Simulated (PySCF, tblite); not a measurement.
# C₆H₃F₃: changes of charge, electronic excitations

What do calculations give for the changes of charge, electronic excitations of C₆H₃F₃ (`Fc1ccc(F)c(F)c1`)?

Computed with tblite 0.8.0 and PySCF 2.14.0 and routines of our own; the level stands in each step. Atoms count from 0.

### 1 The system as given

12 atoms, charge 0, multiplicity 1; geometry from: start built from the parent or by distance geometry.

### 2 Optimising the geometry with GFN2-xTB

What the job is given:

```
{"job": {"kind": "relax", "xc": "GFN2-xTB", "basis": "xTB"}, "charge": 0, "multiplicity": 1}
F     -2.244200     1.540800     0.052900
C     -1.152000     0.759900     0.006400
C     -1.248300    -0.623800     0.038100
C     -0.129700    -1.379900    -0.015000
C      1.110300    -0.798200    -0.017300
F      2.206500    -1.577400    -0.065800
C      1.247500     0.599300    -0.045300
F      2.487100     1.174400    -0.063100
C      0.095300     1.367600    -0.005700
H     -2.262700    -1.038600     0.067300
H     -0.273600    -2.470600     0.004100
H      0.166100     2.445100    -0.008600
```

Run with:

```bash
$ OMP_NUM_THREADS=1 python redox_run.py task.json out
```

This one command runs all jobs of the session in turn.

Standard output:

```text
step      E/eV     max force
  0    -776.96078    2.491
  1    -777.02534    1.347
  2    -777.05276    0.333
  3    -777.06566    0.283
  4    -777.07131    0.232
  5    -777.07363    0.122
  6    -777.07529    0.128
  7    -777.07675    0.107
  8    -777.07741    0.065
  9    -777.07759    0.028
 10    -777.07766    0.027
 11    -777.07772    0.028
 12    -777.07776    0.018
 13    -777.07778    0.009
```

Wall time 0.08 s (1 thread of Arm Neoverse V1, shared host).

Step by step:

```
step  energy from step 0 (eV)  largest force (eV/Å)
   0                   0.0000                2.4909
   1                  -0.0646                1.3466
   2                  -0.0920                0.3329
   3                  -0.1049                0.2826
   4                  -0.1105                0.2324
   5                  -0.1128                0.1222
   6                  -0.1145                0.1284
   7                  -0.1160                0.1074
   8                  -0.1166                0.0654
   9                  -0.1168                0.0279
  10                  -0.1169                0.0273
  11                  -0.1169                0.0285
  12                  -0.1170                0.0181
  13                  -0.1170                0.0090
```

Close pairs (by a distance rule), those that changed most:

```
  bond  before (Å)  after (Å)  change (Å)
 C2–C3       1.351      1.383      +0.032
 C6–F7       1.367      1.339      -0.027
C3–H10       1.100      1.078      -0.022
 C2–H9       1.096      1.078      -0.019
 C3–C4       1.370      1.384      +0.014
 C4–C6       1.404      1.391      -0.013
 C4–F5       1.346      1.341      -0.005
 C1–C8       1.388      1.384      -0.003
```

The next job starts from the end point, and lists it.

### 3 Harmonic vibrations with GFN2-xTB

What the job is given:

```
{"job": {"kind": "ir", "xc": "GFN2-xTB", "basis": "xTB"}, "charge": 0, "multiplicity": 1}
F     -2.236961     1.541749     0.050269
C     -1.138235     0.770849     0.023657
C     -1.279167    -0.605990     0.030690
C     -0.143547    -1.395356    -0.000257
C      1.106826    -0.802608    -0.033775
F      2.204195    -1.573247    -0.062642
C      1.228757     0.583182    -0.036599
F      2.439403     1.154959    -0.064857
C      0.101985     1.384500    -0.009260
H     -2.262230    -1.046358     0.060615
H     -0.211786    -2.471267     0.002366
H      0.193155     2.458215    -0.012262
```

Standard output:

```text
mode    cm-1     km/mol
  1     139.2      4.52
  2     219.2      5.99
  3     256.0      0.86
  4     320.3     10.94
  5     366.8      0.16
  6     403.7      0.98
  7     428.2      0.54
  8     475.0      0.58
  9     557.2      7.28
 10     569.2      0.05
 11     647.5      0.26
 12     704.5     31.80
 13     785.8     46.71
 14     832.9     76.69
 15     868.8      4.37
 16     907.8      1.12
 17     970.8     59.50
 18    1095.7     43.30
 19    1136.3     89.54
 20    1174.9     81.58
 21    1211.6     34.28
 22    1316.9     27.34
 23    1319.4      5.65
 24    1424.9     14.65
 25    1487.6    320.48
 26    1586.0     28.18
 27    1598.8     18.93
 28    3116.4      1.12
 29    3126.1      0.62
 30    3129.0      0.20
ZPE 192.458  H(298)-E 213.607  G(298)-E 109.264 kJ/mol  S 349.97 J/(mol K)
```

Wall time 0.36 s (1 thread of Arm Neoverse V1, shared host).

The strongest bands and the atoms that carry them (share of the mass-weighted mode):

```
cm⁻¹  km/mol                                 atoms
 786    46.7             F5 25 %, C8 25 %, C3 15 %
 833    76.7           H9 36 %, H10 22 %, H11 13 %
 971    59.5   C2 28 %, C8 21 %, F0 12 %, H10 11 %
1096    43.3            H9 31 %, H11 13 %, C6 12 %
1136    89.5  H11 36 %, H10 18 %, C1 11 %, H9 10 %
1175    81.6             C4 22 %, H9 20 %, C6 16 %
1212    34.3           H10 41 %, H9 19 %, H11 13 %
1488   320.5    C4 21 %, C6 17 %, C3 16 %, C1 11 %
```

### 4 Optimising the geometry at PBE0-D3(BJ)/def2-SVP

The job, as its differences from that of step 3:

```diff
@@ -1,2 +1,2 @@
-{"job": {"kind": "ir", "xc": "GFN2-xTB", "basis": "xTB"}, "charge": 0, "multiplicity": 1}
+{"job": {"xc": "PBE0", "basis": "def2-SVP", "d3": "d3bj", "grid": 1, "kind": "geom"}, "charge": 0, "multiplicity": 1}
 F     -2.236961     1.541749     0.050269
```

Standard output:

```text
step   0  E = -529.01421509  max force = 0.013848
step   1  E = -529.01533445  max force = 0.003827
step   2  E = -529.01537408  max force = 0.000663
step   3  E = -529.01537932  max force = 0.002264
step   4  E = -529.01541323  max force = 0.000712
step   5  E = -529.01540334  max force = 0.000506
step   6  E = -529.01541559  max force = 0.000228
optimisation converged
```

Run time: 59 s. Hardware: 1 thread of Arm Neoverse V1, shared host; peak memory 0.55 GiB.

Step by step:

```
step  energy from step 0 (eV)  largest force component (eV/Å)
   0                   0.0000                          0.7121
   1                  -0.0305                          0.1968
   2                  -0.0315                          0.0341
   3                  -0.0317                          0.1164
   4                  -0.0326                          0.0366
   5                  -0.0323                          0.0260
   6                  -0.0327                          0.0117
```

Close pairs (by a distance rule), those that changed most:

```
  bond  before (Å)  after (Å)  change (Å)
 C6–F7       1.339      1.324      -0.015
 C4–F5       1.341      1.327      -0.014
C3–H10       1.078      1.092      +0.013
 C2–H9       1.078      1.091      +0.013
C8–H11       1.078      1.091      +0.013
 F0–C1       1.342      1.330      -0.013
 C2–C3       1.383      1.394      +0.011
 C1–C8       1.384      1.392      +0.007
```

The next job starts from the end point, and lists it.

```
                         at the end point                value
  point group (found at 0.08 Å tolerance)                   Cs
rotational constants (GHz, main isotopes)  3.101, 1.279, 0.905
                        dipole moment (D)                 1.28
```

### 5 Harmonic vibrations (C6H3F3): PBE0-D3(BJ)/def2-SVP

What the job is given:

```
{"job": {"xc": "PBE0", "basis": "def2-SVP", "d3": "d3bj", "grid": 2, "kind": "hessian"}, "charge": 0, "multiplicity": 1}
F     -2.207846     1.568508     0.208261
C     -1.135052     0.789982     0.104363
C     -1.294910    -0.588192     0.041869
C     -0.161876    -1.393355    -0.067335
C      1.100550    -0.820774    -0.111987
F      2.187671    -1.574518    -0.216517
C      1.238476     0.567300    -0.046656
F      2.451978     1.095608    -0.088723
C      0.122356     1.384419     0.061152
H     -2.297010    -1.016992     0.078750
H     -0.242945    -2.480652    -0.119024
H      0.235611     2.467924     0.110284
```

Standard output:

```text
coarse grid: 11640 points
cycle   1  E = -528.8508156102  dE =  1.645e+00  |g| = 7.266e-01  |ddm| = 4.315e+00
cycle   2  E = -528.7611149792  dE =  8.970e-02  |g| = 1.026e+00  |ddm| = 1.752e+00
cycle   3  E = -528.9414475094  dE = -1.803e-01  |g| = 9.612e-02  |ddm| = 1.108e+00
cycle   4  E = -528.9432587616  dE = -1.811e-03  |g| = 3.944e-02  |ddm| = 1.333e-01
cycle   5  E = -528.9436262886  dE = -3.675e-04  |g| = 1.241e-02  |ddm| = 5.043e-02
cycle   6  E = -528.9436632718  dE = -3.698e-05  |g| = 3.705e-03  |ddm| = 1.730e-02
cycle   7  E = -528.9436665832  dE = -3.311e-06  |g| = 1.210e-03  |ddm| = 5.054e-03
final grid: 118176 points
cycle   8  E = -529.0154271736  dE = -2.357e-05  |g| = 8.134e-03  |ddm| = 2.977e-02
cycle   9  E = -529.0154111084  dE =  1.607e-05  |g| = 1.244e-02  |ddm| = 2.061e-02
cycle  10  E = -529.0154414430  dE = -3.033e-05  |g| = 7.654e-04  |ddm| = 1.341e-02
cycle  11  E = -529.0154415717  dE = -1.287e-07  |g| = 2.149e-04  |ddm| = 1.110e-03
cycle  12  E = -529.0154415812  dE = -9.536e-09  |g| = 1.099e-04  |ddm| = 3.658e-04
cycle  13  E = -529.0154415844  dE = -3.225e-09  |g| = 1.508e-05  |ddm| = 1.276e-04
cycle  14  E = -529.0154415845  dE = -4.593e-11  |g| = 6.188e-06  |ddm| = 1.981e-05
converged SCF energy = -529.0154415845

mode    cm-1
  1     156.2
  2     238.1
  3     285.7
  4     348.7
  5     389.7
  6     446.6
  7     472.6
  8     512.8
  9     603.6
 10     629.4
 11     680.1
 12     744.3
 13     810.6
 14     830.9
 15     871.7
 16     956.6
 17     990.6
 18    1109.1
 19    1182.6
 20    1241.6
 21    1285.7
 22    1384.3
 23    1396.8
 24    1509.3
 25    1596.9
 26    1701.3
 27    1721.4
 28    3236.2
 29    3250.2
 30    3252.7
ZPE 202.385  H(298)-E 222.503  G(298)-E 120.071 kJ/mol  S 343.56 J/(mol K)
```

It took 7 min on 1 thread of Arm Neoverse V1, shared host; peak memory 2 GiB.

Zero-point energy 202.38 kJ/mol (xTB gave 192.46).

### 6 Single point (C₆H₃F₃): wB97X-D3(BJ)/ma-def2-TZVP

Geometry: PBE0-D3(BJ)/def2-SVP.

The job, as its differences from that of step 5:

```diff
@@ -1,2 +1,2 @@
-{"job": {"xc": "PBE0", "basis": "def2-SVP", "d3": "d3bj", "grid": 2, "kind": "hessian"}, "charge": 0, "multiplicity": 1}
+{"job": {"kind": "sp", "xc": "wB97X", "basis": "ma-def2-TZVP", "d3": "d3bj", "grid": 2}, "charge": 0, "multiplicity": 1}
 F     -2.207846     1.568508     0.208261
```

Standard output:

```text
coarse grid: 11640 points
cycle   1  E = -530.1728983271  dE =  2.129e+00  |g| = 8.244e-01  |ddm| = 3.839e+00
cycle   2  E = -530.1746030519  dE = -1.705e-03  |g| = 9.173e-01  |ddm| = 1.283e+00
cycle   3  E = -530.2964036218  dE = -1.218e-01  |g| = 7.643e-02  |ddm| = 5.523e-01
cycle   4  E = -530.2973764737  dE = -9.729e-04  |g| = 2.792e-02  |ddm| = 1.358e-01
cycle   5  E = -530.2975431480  dE = -1.667e-04  |g| = 1.025e-02  |ddm| = 4.706e-02
cycle   6  E = -530.2975662349  dE = -2.309e-05  |g| = 1.341e-03  |ddm| = 1.161e-02
cycle   7  E = -530.2975671861  dE = -9.512e-07  |g| = 9.088e-04  |ddm| = 4.614e-03
final grid: 118176 points
cycle   8  E = -530.2889907319  dE = -8.146e-05  |g| = 7.653e-03  |ddm| = 1.079e-01
cycle   9  E = -530.2889904949  dE =  2.370e-07  |g| = 7.674e-03  |ddm| = 1.063e-02
cycle  10  E = -530.2889978265  dE = -7.332e-06  |g| = 6.715e-04  |ddm| = 3.722e-03
cycle  11  E = -530.2889979086  dE = -8.210e-08  |g| = 1.898e-04  |ddm| = 8.607e-04
cycle  12  E = -530.2889979197  dE = -1.113e-08  |g| = 4.143e-05  |ddm| = 2.842e-04
cycle  13  E = -530.2889979208  dE = -1.076e-09  |g| = 2.318e-05  |ddm| = 8.784e-05
converged SCF energy = -530.2889979208
```

It took 32 s on 1 thread of Arm Neoverse V1, shared host; peak memory 1.4 GiB.

### 7 Single point (C6H3F3+ (doublet)): wB97X-D3(BJ)/ma-def2-TZVP

Geometry: PBE0-D3(BJ)/def2-SVP, that of another charge or spin state.

The job, as its differences from that of step 6:

```diff
@@ -1,2 +1,2 @@
-{"job": {"kind": "sp", "xc": "wB97X", "basis": "ma-def2-TZVP", "d3": "d3bj", "grid": 2}, "charge": 0, "multiplicity": 1}
+{"job": {"kind": "sp", "xc": "wB97X", "basis": "ma-def2-TZVP", "d3": "d3bj", "grid": 2}, "charge": 1, "multiplicity": 2}
 F     -2.207846     1.568508     0.208261
```

Standard output:

```text
final grid: 118176 points
cycle   1  E = -529.9330344624  dE = -2.202e-02  |g| = 1.569e-01  |ddm| = 5.596e-01
cycle   2  E = -529.9372562441  dE = -4.222e-03  |g| = 1.340e-01  |ddm| = 2.445e-01
cycle   3  E = -529.9441271520  dE = -6.871e-03  |g| = 3.106e-02  |ddm| = 1.037e-01
cycle   4  E = -529.9444369194  dE = -3.098e-04  |g| = 6.689e-03  |ddm| = 1.855e-02
cycle   5  E = -529.9445217548  dE = -8.484e-05  |g| = 3.596e-03  |ddm| = 1.330e-02
cycle   6  E = -529.9445419725  dE = -2.022e-05  |g| = 1.148e-03  |ddm| = 6.155e-03
cycle   7  E = -529.9445444255  dE = -2.453e-06  |g| = 5.586e-04  |ddm| = 2.665e-03
cycle   8  E = -529.9445448803  dE = -4.548e-07  |g| = 3.098e-04  |ddm| = 8.975e-04
cycle   9  E = -529.9445451673  dE = -2.870e-07  |g| = 2.033e-04  |ddm| = 5.994e-04
cycle  10  E = -529.9445454804  dE = -3.131e-07  |g| = 1.834e-04  |ddm| = 6.805e-04
cycle  11  E = -529.9445458504  dE = -3.699e-07  |g| = 1.281e-04  |ddm| = 9.820e-04
cycle  12  E = -529.9445462257  dE = -3.753e-07  |g| = 9.549e-05  |ddm| = 1.445e-03
cycle  13  E = -529.9445463743  dE = -1.486e-07  |g| = 5.783e-05  |ddm| = 1.061e-03
cycle  14  E = -529.9445464071  dE = -3.280e-08  |g| = 3.437e-05  |ddm| = 4.734e-04
cycle  15  E = -529.9445464174  dE = -1.024e-08  |g| = 2.195e-05  |ddm| = 2.597e-04
cycle  16  E = -529.9445464202  dE = -2.888e-09  |g| = 1.345e-05  |ddm| = 1.456e-04
converged SCF energy = -529.9445464202
```

Wall time 76 s (1 thread of Arm Neoverse V1, shared host); peak memory 1.7 GiB.

### 8 Relaxing the molecule with GFN2-xTB

This step treats C₆H₃F₃+ (doublet), labelled `F[C]1C=CC(=[F+])C(F)=C1` (the label fixes atoms and charge, not where charge and spin sit).

What the job is given:

```
{"job": {"kind": "relax", "xc": "GFN2-xTB", "basis": "xTB"}, "charge": 1, "multiplicity": 2}
F     -2.191600     1.562400     0.203000
C     -1.145800     0.798600     0.081300
C     -1.277500    -0.595800     0.045100
C     -0.164400    -1.378700    -0.087900
C      1.097300    -0.824600    -0.100600
F      2.176700    -1.576200    -0.225300
C      1.238900     0.573100    -0.057700
F      2.463400     1.104600    -0.083700
C      0.131400     1.377600     0.059900
H     -2.306400    -1.019700     0.084100
H     -0.249900    -2.484600    -0.125900
H      0.227200     2.461200     0.110200
```

Standard output:

```text
step      E/eV     max force
  0    -762.21063    1.982
  1    -762.31231    1.004
  2    -762.32841    0.260
  3    -762.33449    0.216
  4    -762.34130    0.167
  5    -762.34265    0.088
  6    -762.34369    0.090
  7    -762.34415    0.056
  8    -762.34432    0.029
  9    -762.34437    0.023
 10    -762.34445    0.031
 11    -762.34452    0.035
 12    -762.34456    0.017
 13    -762.34457    0.007
```

It took 0.08 s on 1 thread of Arm Neoverse V1, shared host.

Relaxation path:

```
step  energy from step 0 (eV)  largest force (eV/Å)
   0                   0.0000                1.9825
   1                  -0.1017                1.0043
   2                  -0.1178                0.2597
   3                  -0.1239                0.2162
   4                  -0.1307                0.1670
   5                  -0.1320                0.0884
   6                  -0.1331                0.0905
   7                  -0.1335                0.0562
   8                  -0.1337                0.0287
   9                  -0.1337                0.0235
  10                  -0.1338                0.0309
  11                  -0.1339                0.0346
  12                  -0.1339                0.0172
  13                  -0.1339                0.0067
```

Close pairs (by a distance rule), those that changed most:

```
  bond  before (Å)  after (Å)  change (Å)
 C4–C6       1.406      1.443      +0.038
 C2–H9       1.113      1.083      -0.031
 C6–F7       1.335      1.305      -0.030
C3–H10       1.110      1.082      -0.028
 C1–C2       1.401      1.427      +0.026
 C3–C4       1.378      1.402      +0.024
 C4–F5       1.321      1.298      -0.023
 C1–C8       1.402      1.396      -0.006
```

The next job starts from the end point, and lists it.

### 9 Infrared spectrum with GFN2-xTB

What the job is given:

```
{"job": {"kind": "ir", "xc": "GFN2-xTB", "basis": "xTB"}, "charge": 1, "multiplicity": 2}
F     -2.186382     1.542888     0.197588
C     -1.119797     0.803917     0.098768
C     -1.284352    -0.612434     0.035942
C     -0.179296    -1.418510    -0.074060
C      1.093631    -0.832664    -0.117708
F      2.158650    -1.567944    -0.220170
C      1.244714     0.601022    -0.047678
F      2.450176     1.098413    -0.087090
C      0.135709     1.413085     0.057751
H     -2.284854    -1.023923     0.076595
H     -0.264833    -2.495861    -0.126517
H      0.236033     2.489897     0.108963
```

Standard output:

```text
mode    cm-1     km/mol
  1     112.7      3.87
  2     191.2      4.72
  3     258.9      2.01
  4     293.3      0.04
  5     333.6     15.36
  6     393.1      5.62
  7     397.7      0.71
  8     471.9      2.04
  9     535.5      2.91
 10     553.9      7.43
 11     679.7      0.01
 12     704.6     12.68
 13     778.6     13.49
 14     818.4     53.12
 15     876.4     67.19
 16     914.6      2.14
 17     945.6      0.76
 18    1097.6     31.54
 19    1147.4     37.31
 20    1183.4     30.08
 21    1222.7     42.27
 22    1306.8     41.79
 23    1357.1     16.23
 24    1401.3     41.99
 25    1438.6    363.34
 26    1465.9    259.38
 27    1543.1     68.24
 28    3071.5     25.77
 29    3076.7     79.12
 30    3084.8     53.04
ZPE 189.349  H(298)-E 211.067  G(298)-E 103.755 kJ/mol  S 359.92 J/(mol K)
```

Run time: 0.39 s. Hardware: 1 thread of Arm Neoverse V1, shared host.

The strongest bands and the atoms that carry them (share of the mass-weighted mode):

```
cm⁻¹  km/mol                               atoms
 818    53.1          H9 41 %, H10 22 %, C2 19 %
 876    67.2                   H11 74 %, C8 21 %
1223    42.3  H9 23 %, C4 15 %, C6 12 %, C3 11 %
1439   363.3           C1 40 %, C4 18 %, C8 13 %
1466   259.4  C6 35 %, C3 18 %, C8 15 %, C2 13 %
1543    68.2  C2 26 %, C6 24 %, C8 19 %, C3 16 %
3077    79.1                            H11 89 %
3085    53.0                   H10 65 %, H9 24 %
```

### 10 Relaxing the molecule at PBE0-D3(BJ)/def2-SVP

This step treats C₆H₃F₃+ (doublet), labelled `F[C]1C=CC(=[F+])C(F)=C1` (the label fixes atoms and charge, not where charge and spin sit).

The job, as its differences from that of step 9:

```diff
@@ -1,2 +1,2 @@
-{"job": {"kind": "ir", "xc": "GFN2-xTB", "basis": "xTB"}, "charge": 1, "multiplicity": 2}
+{"job": {"xc": "PBE0", "basis": "def2-SVP", "d3": "d3bj", "grid": 1, "kind": "geom"}, "charge": 1, "multiplicity": 2}
 F     -2.186382     1.542888     0.197588
```

Standard output:

```text
step   0  E = -528.68278896  max force = 0.014186
step   1  E = -528.67873584  max force = 0.012353
step   2  E = -528.68287293  max force = 0.008467
step   3  E = -528.68283134  max force = 0.013962
step   4  E = -528.68408595  max force = 0.003004
step   5  E = -528.68400159  max force = 0.003617
step   6  E = -528.68415396  max force = 0.000839
step   7  E = -528.68415605  max force = 0.000600
step   8  E = -528.68416586  max force = 0.000301
optimisation converged
```

Wall time 2.3 min (1 thread of Arm Neoverse V1, shared host); peak memory 0.57 GiB.

The steps of the relaxation: (the energy doesn't fall at every step)

```
step  energy from step 0 (eV)  largest force component (eV/Å)
   0                   0.0000                          0.7295
   1                   0.1103                          0.6352
   2                  -0.0023                          0.4354
   3                  -0.0012                          0.7180
   4                  -0.0353                          0.1545
   5                  -0.0330                          0.1860
   6                  -0.0371                          0.0431
   7                  -0.0372                          0.0309
   8                  -0.0375                          0.0155
```

Close pairs (by a distance rule), those that changed most:

```
  bond  before (Å)  after (Å)  change (Å)
 C6–F7       1.305      1.289      -0.016
 C4–F5       1.298      1.283      -0.015
 F0–C1       1.301      1.287      -0.014
C3–H10       1.082      1.093      +0.011
 C2–H9       1.083      1.093      +0.011
C8–H11       1.083      1.092      +0.010
 C1–C2       1.427      1.437      +0.010
 C4–C6       1.443      1.451      +0.007
```

The end geometry stands in the next job.

```
                         at the end point                value
  point group (found at 0.08 Å tolerance)                   Cs
rotational constants (GHz, main isotopes)  3.055, 1.317, 0.920
                                     ⟨S²⟩                0.765
```

(Part 1 of 2 ends here.)
